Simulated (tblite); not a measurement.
# C2H9FO2Si4: the cost of one run

Programs: tblite 0.8.0 and PySCF 2.14.0, with density-fitted response routines of our own. Each step states its level of theory. These are calculated values for one molecule in the gas phase, unless marked as measured. Atoms count from 0, in the outputs and in this text.

## Step 1: Starting geometry

18 atoms, charge 0, multiplicity 1; geometry from: force field or distance geometry start.

Bonds of the start (Å): C0–C1 1.35, C1–F2 1.39, C1–Si3 1.82, Si3–O4 1.68, O4–Si5 1.70, Si3–Si6 2.24, Si6–O7 1.70, O7–Si8 1.73, Si8–Si3 2.20, C0–H9 1.08, C0–H10 1.09, Si5–H11 1.48, Si5–H12 1.46, Si5–H13 1.48, Si6–H14 1.48, Si6–H15 1.44, Si8–H16 1.49, Si8–H17 1.44.

## Step 2: Relaxing the molecule with GFN2-xTB

What the job is given:

```
{"job": {"kind": "relax", "xc": "GFN2-xTB", "basis": "xTB"}, "charge": 0, "multiplicity": 1}
C      3.001000     0.023500    -0.472200
C      1.949900    -0.477100     0.212400
F      2.324000    -1.299100     1.269500
Si     0.208700    -0.115800    -0.193400
O     -0.098700     1.228100    -1.149100
Si    -1.180000     2.286500    -0.371100
Si    -0.824500    -2.015000    -0.780400
O     -2.065100    -1.733900     0.341200
Si    -1.323000    -0.524800     1.326700
H      3.969000    -0.279600    -0.104000
H      2.845600     0.683500    -1.323200
H     -2.550100     1.729300    -0.295400
H     -1.200000     3.613100    -0.985900
H     -0.716900     2.439900     1.028400
H      0.013700    -3.168800    -0.371300
H     -1.182700    -2.002200    -2.171200
H     -2.263900     0.633500     1.405400
H     -0.915800    -1.014800     2.621900
```

On the command line:

```
$ OMP_NUM_THREADS=1 python probes_run.py task.json out
```

The driver reads the jobs from task.json and runs them one after another.

**Question.** How long does this first job take on 1 thread of Arm Neoverse N1, shared host, and how much memory does it need?

About 2.8 s, with a peak of 0.18 GiB.
